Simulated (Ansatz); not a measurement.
Consider a comparison of magnetic orders of GdB₂, space group P6/mmm (the Ansatz DFT code, driven from Python).

`orders_gdb2.py`:
```python
# -*- coding: utf-8 -*-
"""Magnetic orders of GdB2 compared."""

import ansatz
import numpy as np
import pandas as pd

FUNCTIONAL = "pbesol"
CUTOFF_EV = 550
KSPACING = 0.24
SIGMA = 0.05


def count_gap(report):
    # lowest empty less highest filled band, counting bands; zero where they overlap
    return max(report.get("gap_by_band_count_ev") or 0.0, 0.0)

CELL = [
    (3.315, 0.0, 0.0),
    (-3.315, 5.741748, 0.0),
    (0.0, 0.0, 3.936),
]
ATOMS = [
    ("Gd", (0.0, 0.0, 0.0)),
    ("B", (1 / 3, 1 / 3, 0.5)),
    ("B", (2 / 3, 1 / 6, 0.5)),
    ("Gd", (0.0, 0.5, 0.0)),
    ("B", (1 / 3, 5 / 6, 0.5)),
    ("B", (2 / 3, 2 / 3, 0.5)),
]


def with_moments(moments):
    crystal = ansatz.Crystal(lattice=ansatz.Lattice.of(CELL))
    for (symbol, position), moment in zip(ATOMS, moments):
        crystal = crystal.atom(symbol, position, moment=moment or None)
    return crystal

# starting moments in muB, one an atom
orders = {
    "FM": [7, 0, 0, 7, 0, 0],
    "AFM": [7, 0, 0, -7, 0, 0],
}

rows = []
for label, moments in orders.items():
    setup = (
        with_moments(moments).calculation()
        .functional(FUNCTIONAL)
        .pseudopotentials("paw")
        .basis(CUTOFF_EV)
        .kpoints(spacing=KSPACING)
        .occupations(ansatz.OccupationsMethod.FERMI_DIRAC, width=SIGMA)
        .spin("collinear")
        .band_table()
    )
    report = setup.run(threads=1, backend="cpu").report
    rows.append((label, report["free_energy_ev"], report["magnetization_mub"], report["absolute_magnetization_mub"], max(abs(m) for m in report["site_moments_mub"]), count_gap(report)))
    print(label, "site moments:", [round(m, 2) for m in report["site_moments_mub"]])

# the same cell with no spin polarisation
plain = (
    with_moments([0] * len(ATOMS)).calculation()
    .functional(FUNCTIONAL)
    .pseudopotentials("paw")
    .basis(CUTOFF_EV)
    .kpoints(spacing=KSPACING)
    .occupations(ansatz.OccupationsMethod.FERMI_DIRAC, width=SIGMA)
    .band_table()
)
report = plain.run(threads=1, backend="cpu").report
rows.append(("NM", report["free_energy_ev"], 0.0, 0.0, 0.0, count_gap(report)))

lowest = min(row[1] for row in rows)
rows = [(row[0], 1000 * (row[1] - lowest) / 2, *row[2:]) for row in sorted(rows, key=lambda row: row[1])]
print(pd.DataFrame(rows, columns=["order", "meV/magnetic atom", "net muB", "absolute muB", "largest site muB", "gap by band count eV"]).round(4).to_string(index=False))
print("lowest of these starts:", rows[0][0])
```

Which magnetic state ends lowest, and by how much?

In order of energy: ferromagnetic (+0.0 meV an atom, largest site moment 6.96 μB), antiferro- or ferrimagnetic (+0.8 meV an atom, largest site moment 6.92 μB) and non-magnetic (+2412.5 meV an atom, largest site moment 0.00 μB). These are the states reached from the starts typed.

The output:

Running `python orders_gdb2.py` prints:
```text
FM site moments: [6.96, -0.01, -0.01, 6.96, -0.01, -0.01]
AFM site moments: [6.92, 0.01, -0.01, -6.92, -0.01, 0.01]
order  meV/magnetic atom  net muB  absolute muB  largest site muB  gap by band count eV
   FM             0.0000  14.3698       14.4571            6.9566                   0.0
  AFM             2.4969   0.0000       14.2320            6.9230                   0.0
   NM          7237.6453   0.0000        0.0000            0.0000                   0.0
lowest of these starts: FM
```

Caveats:
- Open f shells: without a Hubbard U, without spin-orbit coupling; the state reached hangs on the start and needn't be the lowest.
- For a metal this k-point mesh is coarse: on a finer one energies can move by several to tens of meV an atom and pressures by half a GPa or more, differences at one mesh by less.
- A gap by band count of zero or less means overlapping bands, a metal.
- The structure is a deposited one; some such entries were measured under pressure or heat, so a shift against it needn't be the functional's error alone.
- Gaps and levels are Kohn-Sham values on a finite set of k-points, without spin-orbit coupling.
- Each row is the state reached from that start at the given structure, not necessarily the lowest of its order; other orders weren't tried.
- Timing: 110 s on 1 thread of Arm Neoverse V1, with other jobs on the host, peak memory 0.79 GiB.
